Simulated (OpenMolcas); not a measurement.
**Cu²⁺ with 6 ligands (fluoride): CASSCF and CASPT2 levels and susceptibility**

Aim: the ligand-field states of Cu²⁺ in this surrounding, its lowest levels with spin-orbit coupling and its magnetic susceptibility.

Program: OpenMolcas 26.06. Level of theory: state-averaged CASSCF and CASPT2, spin-orbit coupling by RASSI with atomic mean-field integrals. These are calculated values, not measurements, unless marked.

## 1. Starting point

| Property | Result |
| --- | --- |
| Species | Cu²⁺ (copper, Z = 29, 27 electrons) |
| Basis | ANO-RCC-VDZP [5s4p2d1f], 118 functions with the ligands |
| Scalar Hamiltonian | DKH2, point nucleus |
| Inactive shells | 1s 2s 2p 3s 3p of the metal, and all ligand shells |
| Active space | 9 electrons in 5 orbitals (3d) |
| Some configurations of this space | 3d⁹ |
| Orbitals | optimised for each spin and parity, averaged over all roots |

Outer shells as boxes (Hund's rule):

3d9
```
3d [↑↓][↑↓][↑↓][↑↓][↑ ]
```

Cu²⁺ is taken with 6 ligands (fluoride) in octahedron coordination (Oh) at 2.16 Å. A charge of +0.667 e stands 3.2 Å behind each ligand. Ligand basis ANO-RCC-VDZP. The distances are assumed, not relaxed.

```xyz
7

Cu    0.0000    0.0000    0.0000
F     2.1600    0.0000    0.0000
F     0.0000    2.1600    0.0000
F    -2.1600    0.0000    0.0000
F     0.0000   -2.1600    0.0000
F     0.0000    0.0000    2.1600
F     0.0000    0.0000   -2.1600
```

Each step is its own input file, run in one work folder so that later steps find the files of earlier ones. Labels, J, g values, rates, χT and fits are worked out afterwards by a script from the matrices that RASSI stores. The input lists half of the charges; inversion (Group=XYZ) makes the rest.

## 2. GATEWAY and SEWARD: basis and integrals

Input file a.inp:

```
&GATEWAY
Coord
7

Cu 0.0 0.0 0.0
F 2.160000 0.000000 0.000000
F 0.000000 2.160000 0.000000
F -2.160000 0.000000 0.000000
F 0.000000 -2.160000 0.000000
F 0.000000 0.000000 2.160000
F 0.000000 0.000000 -2.160000
Basis=Cu.ANO-RCC-VDZP,F.ANO-RCC-VDZP
Group=XYZ
NoMove
AngMom=0.0 0.0 0.0
AMFI
RICD
XField
3 Angstrom 0
5.360000 0.000000 0.000000 0.666667
0.000000 5.360000 0.000000 0.666667
0.000000 0.000000 5.360000 0.666667
&SEWARD
```

Command:

```
> OMP_NUM_THREADS=1 MOLCAS_MEM=2457 MOLCAS_PROJECT=a pymolcas a.inp > a.log
```

Output:

```text
Basis set label: CU.ANO-RCC...5S4P2D1F.

      Electronic valence basis set:
      ------------------
      Associated Effective Charge  29.000000 au
      Associated Actual Charge     29.000000 au
      Nuclear Model: Point charge

      Shell  nPrim  nBasis  Cartesian Spherical Contaminant
         s      21       5        X
         p      15       4        X
         d      10       2                 X
         f       6       1                 X
                  Relativistic Douglas-Kroll-Hess integrals:
                    - DKH order of Hamiltonian: 2
                    - DKH order of Properties : 0
                  Atomic mean-field integrals
```

## 3. CASSCF: doublets of even parity, 5 roots

Input file a.inp:

```
&RASSCF
FileOrb=start.orb
Symmetry=1
Spin=2
nActEl=9 0 0
Inactive=18 21
Ras2=5 0
CIRoot=5 5 1
SDav=5
CIMx=300
Iter=150 100
PrWF=0.3
OrbListing=Nothing
MaxOrb=0
LevShft=1.0
>>> COPY $Project.JobIph JOB001
```

start.orb holds start orbitals that the driver prepared beforehand, or those of the step before.

Output, cut to the lines that bear on the results:

```text
[...]
      Number of active orbitals                  5
[...]
      Spin quantum number                      0.5
[...]
      Active orbitals                            5   0
[...]
      Number of CSFs                             5
      Number of root(s) required                 5
[...]
      Convergence after 16 iterations
[...]
      Natural orbitals and occupation numbers for root  1
      sym 1:   2.000000   2.000000   1.000000   2.000000   2.000000
      Natural orbitals and occupation numbers for root  2
      sym 1:   2.000000   2.000000   2.000000   2.000000   1.000000
      Natural orbitals and occupation numbers for root  3
      sym 1:   2.000000   1.000000   2.000000   2.000000   2.000000
::    RASSCF root number  1 Total energy:  -2251.52219205
::    RASSCF root number  2 Total energy:  -2251.52219205
::    RASSCF root number  3 Total energy:  -2251.50740013
::    RASSCF root number  4 Total energy:  -2251.50740013
::    RASSCF root number  5 Total energy:  -2251.50740013
```

## 4. State interaction with spin-orbit coupling

Input file a.inp:

```
&RASSI
NrOfJobIphs=1 5
1 2 3 4 5
IphNames
JOB001
EJob
SpinOrbit
DIPRint=1.0
SOCoupling=1000.0
Subsets=2
Property=9
'ANGMOM' 1 'ANGMOM' 2 'ANGMOM' 3 'MLTPL  1' 1 'MLTPL  1' 2 'MLTPL  1' 3
'AMFI' 1 'AMFI' 2 'AMFI' 3
SOProperty=3
'ANGMOM' 1 'ANGMOM' 2 'ANGMOM' 3
```

Output, cut to the lines that bear on the results:

```text
SPIN-FREE ENERGIES:
  (Shifted by EMIN (a.u.) =      -2251.5221920487)
 SF State       Relative EMIN(au)   Rel lowest level(eV)    D:o, cm**(-1)
     1             0.0000000000        0.0000000000              0.0000
     2             0.0000000000        0.0000000000              0.0000
     3             0.0147919217        0.4025086944           3246.4516
     4             0.0147919217        0.4025086944           3246.4516
     5             0.0147919217        0.4025086944           3246.4516
     Dipole printing threshold changed to   1.00000000E+00
Eigenvalues of complex Hamiltonian:
   -----------------------------------
  (Shifted by EMIN (a.u.) =      -2251.5221920487)
 SO State       Relative EMIN(au)   Rel lowest level(eV)    D:o, cm**(-1)
     1            -0.0012090663        0.0000000000              0.0000
     2            -0.0012090663        0.0000000000              0.0000
     3            -0.0012090663        0.0000000000              0.0000
     4            -0.0012090663        0.0000000000              0.0000
     5             0.0110186291        0.3327325417           2683.6689
     6             0.0110186291        0.3327325417           2683.6689
     7             0.0178876343        0.5196476964           4191.2413
     8             0.0178876343        0.5196476964           4191.2413
     9             0.0178876343        0.5196476964           4191.2413
    10             0.0178876343        0.5196476964           4191.2413
Weights of the five most important spin-orbit-free states for each spin-orbit state.
[...]
```

Time for these steps: 5 s (1 thread of Arm Neoverse V2, shared host).

Spin-free states, with their symmetry labels:

| state | degeneracy | E (cm-1) | free-ion L (%) |
| --- | --- | --- | --- |
| 2E | 2 | 0 | D (100) |
| 2T2 | 3 | 3246 | D (100) |

With spin-orbit coupling:

| E (cm-1) | Degeneracy | Label | 2S+1 | g |
| --- | --- | --- | --- | --- |
| 0.0 | 4 | Γ8 | 2 |  |
| 2684 | 2 | Γ7 | 2 | 1.99 1.99 1.99 |
| 4191 | 4 | Γ8 | 2 |  |

Principal g values are given for doublets only; a zero marks a field direction without first-order Zeeman splitting.

Powder χT (cm³ K/mol): 0.71 at 2 K, 0.71 at 5 K, 0.71 at 10 K, 0.72 at 20 K, 0.73 at 50 K, 0.74 at 100 K, 0.75 at 150 K, 0.77 at 200 K, 0.78 at 250 K, 0.80 at 300 K.

A ligand-field fit to the states below 45000 cm-1 gives 10Dq = 3246 cm-1, the gap between the two states.

The orbitals of the open shell are 97 to 99 % metal; the Mulliken charge of the metal is +1.64 e.

## 5. CASPT2: IPEA 0.25, imaginary shift 0.1 (closed shells correlated: 3s 3p of the metal, with ligand shells; the Frozen line counts the rest)

Input file a.inp:

```
>>> COPY JOB001 $Project.JobIph
&CASPT2
Multistate=5 1 2 3 4 5
NoMult
Frozen=5 6
IPEA=0.25
Imaginary=0.1
MaxIter=60
WThr=0.0 0.3 0.05
PrWF=0.5
NoMix
```

Command:

```
> OMP_NUM_THREADS=1 MOLCAS_MEM=2457 MOLCAS_PROJECT=a pymolcas a.inp > a.log
```

Output:

```text
Orbital specifications:
      -----------------------

      Symmetry species                           1   2
                                                ag  au
      Frozen orbitals                            5   6
      Inactive orbitals                         13  15
      Active orbitals                            5   0
      Secondary orbitals                        34  40
      Deleted orbitals                           0   0
      Number of basis functions                 57  61
Type of calculation                        SS-CASPT2
      Fock operator                              state-specific
      IPEA shift                                 0.25
      Real shift                                 0.00
      Imaginary shift                            0.10
      The input orbitals will be transformed to quasi-canonical
Reference energy:       -2251.5221920487
      E2 (Non-variational):      -1.8617904727
      Shift correction:          -0.0012197392
      E2 (Variational):          -1.8630102119
      Total energy:           -2253.3852022606
      Residual norm:              0.0000000825
      Reference weight:           0.70383
      Contributions to the CASPT2 correlation energy
      Active & Virtual Only:         -0.2997683619
      One Inactive Excited:          -0.2130397831
      Two Inactive Excited:          -1.3489823277
Reference energy:       -2251.5221920485
      E2 (Non-variational):      -1.8617917926
      Shift correction:          -0.0012197411
      E2 (Variational):          -1.8630115336
      Total energy:           -2253.3852035822
      Residual norm:              0.0000000827
      Reference weight:           0.70383
      Contributions to the CASPT2 correlation energy
      Active & Virtual Only:         -0.2997692286
      One Inactive Excited:          -0.2130402373
      Two Inactive Excited:          -1.3489823267
::    CASPT2 Root  1     Total energy:  -2253.38520226
::    CASPT2 Root  2     Total energy:  -2253.38520358
::    CASPT2 Root  3     Total energy:  -2253.36455164
::    CASPT2 Root  4     Total energy:  -2253.36455164
::    CASPT2 Root  5     Total energy:  -2253.36455164
```

This run: 7.2 s of run time, 1 thread of Arm Neoverse V2, shared host.

SS-CASPT2: lowest energy less the reference's lowest, -1.8630 hartree; reference weights 0.704 to 0.705.

Spin-free states, with their symmetry labels:

| state | degeneracy | E (cm-1) | free-ion L (%) |
| --- | --- | --- | --- |
| 2E | 2 | 0 | D (100) |
| 2T2 | 3 | 4532 | D (100) |

With spin-orbit coupling:

```tsv
E (cm-1)	Degeneracy	Label	2S+1	g
0	4	Γ8	2	
3910	2	Γ7	2	1.99 1.99 1.99
5350	4	Γ8	2
```

Powder χT (cm³ K/mol): 0.63 at 2 K, 0.64 at 5 K, 0.64 at 10 K, 0.64 at 20 K, 0.64 at 50 K, 0.65 at 100 K, 0.67 at 150 K, 0.68 at 200 K, 0.69 at 250 K, 0.70 at 300 K.

A ligand-field fit to the states below 45000 cm-1 gives 10Dq = 4532 cm-1, the gap between the two states.

## 6. CASPT2: IPEA 0.25, real shift 0.3 (closed shells correlated: 3s 3p of the metal, with ligand shells; the Frozen line counts the rest)

a.inp: that of step 5 with these lines changed.

```diff
@@ -6,3 +6,3 @@
 IPEA=0.25
-Imaginary=0.1
+Shift=0.3
 MaxIter=60
```

Output:

```text
Orbital specifications:
      -----------------------

      Symmetry species                           1   2
                                                ag  au
      Frozen orbitals                            5   6
      Inactive orbitals                         13  15
      Active orbitals                            5   0
      Secondary orbitals                        34  40
      Deleted orbitals                           0   0
      Number of basis functions                 57  61
Type of calculation                        SS-CASPT2
      Fock operator                              state-specific
      IPEA shift                                 0.25
      Real shift                                 0.30
      Imaginary shift                            0.00
      The input orbitals will be transformed to quasi-canonical
Reference energy:       -2251.5221920487
      E2 (Non-variational):      -1.7465309074
      Shift correction:          -0.1073917698
      E2 (Variational):          -1.8539226772
      Total energy:           -2253.3761147259
      Residual norm:              0.0000004781
      Reference weight:           0.73639
      Contributions to the CASPT2 correlation energy
      Active & Virtual Only:         -0.2868728638
      One Inactive Excited:          -0.2054197018
      Two Inactive Excited:          -1.2542383418
Reference energy:       -2251.5221920485
      E2 (Non-variational):      -1.7465320197
      Shift correction:          -0.1073919551
      E2 (Variational):          -1.8539239748
      Total energy:           -2253.3761160233
      Residual norm:              0.0000004795
      Reference weight:           0.73639
      Contributions to the CASPT2 correlation energy
      Active & Virtual Only:         -0.2868735985
      One Inactive Excited:          -0.2054200713
      Two Inactive Excited:          -1.2542383499
::    CASPT2 Root  1     Total energy:  -2253.37611473
::    CASPT2 Root  2     Total energy:  -2253.37611602
::    CASPT2 Root  3     Total energy:  -2253.35553543
::    CASPT2 Root  4     Total energy:  -2253.35553543
::    CASPT2 Root  5     Total energy:  -2253.35553543
```

This run took 6.5 s in all on 1 thread of Arm Neoverse V2, shared host.

SS-CASPT2: lowest energy less the reference's lowest, -1.8539 hartree; reference weights 0.736 to 0.737.

States without spin-orbit coupling:

| state | degeneracy | E (cm-1) | free-ion L (%) |
| --- | --- | --- | --- |
| 2E | 2 | 0 | D (100) |
| 2T2 | 3 | 4517 | D (100) |

With spin-orbit coupling:

| E (cm-1) | Degeneracy | Label | 2S+1 | g |
| --- | --- | --- | --- | --- |
| 0 | 4 | Γ8 | 2 |  |
| 3890 | 2 | Γ7 | 2 | 1.99 1.99 1.99 |
| 5340 | 4 | Γ8 | 2 |  |

Powder χT (cm³ K/mol): 0.64 at 2 K, 0.64 at 5 K, 0.64 at 10 K, 0.64 at 20 K, 0.65 at 50 K, 0.66 at 100 K, 0.67 at 150 K, 0.68 at 200 K, 0.69 at 250 K, 0.70 at 300 K.

A ligand-field fit to the states below 45000 cm-1 gives 10Dq = 4517 cm-1, the gap between the two states.

## 7. The methods side by side

A. CASSCF
B. SS-CASPT2, IPEA 0.25, imaginary shift 0.1 (closed shells correlated: 3s 3p of the metal, with ligand shells; the Frozen line counts the rest)
C. SS-CASPT2, IPEA 0.25, real shift 0.3 (closed shells correlated: 3s 3p of the metal, with ligand shells; the Frozen line counts the rest)

| method | ground state | first state of that spin (cm-1) | first gap with spin-orbit (cm-1) | χT at 300 K |
| --- | --- | --- | --- | --- |
| A | 2E | 2T2 3246 | 2683.7 | 0.80 |
| B | 2E | 2T2 4532 | 3906.6 | 0.70 |
| C | 2E | 2T2 4517 | 3891.6 | 0.70 |

## 8. What came out

| quantity | value |
| --- | --- |
| method | SS-CASPT2, IPEA 0.25, imaginary shift 0.1 (closed shells correlated: 3s 3p of the metal, with ligand shells; the Frozen line counts the rest) |
| spin-free ground state | 2E, 2-fold in its orbital part |
| first state of the same spin within the active space | 2T2 at 4530 cm⁻¹ |
| lowest level | 4-fold Γ8 |
| next level | 3906.6 cm⁻¹ |
| χT at 300 K | 0.70 cm³ K/mol |
| effective moment at 300 K | 2.36 μB |

Cost by method:

| method | time of its own steps | time with the reference |
| --- | --- | --- |
| A. CASSCF | 5 s | 5 s |
| B. SS-CASPT2, IPEA 0.25, imaginary shift 0.1, +3s 3p | 7.2 s | 12 s |
| C. SS-CASPT2, IPEA 0.25, real shift 0.3, +3s 3p | 6.5 s | 12 s |

Times are of one thread on a shared host.

The spin-free ground state (2E) comes to 100 % from free-ion D terms and keeps the highest spin of the shell. χT at 300 K is 0.70, against 0.38 cm³ K/mol for the spin alone, so orbital moment adds to it. A ligand-field fit to the states below 45000 cm-1 gives 10Dq = 4532 cm-1, the gap between the two states. An orbital doublet at a regular site is open to a Jahn-Teller distortion, which this geometry leaves out. With one d shell, CASPT2 may overshoot the field of a late 3d ion.
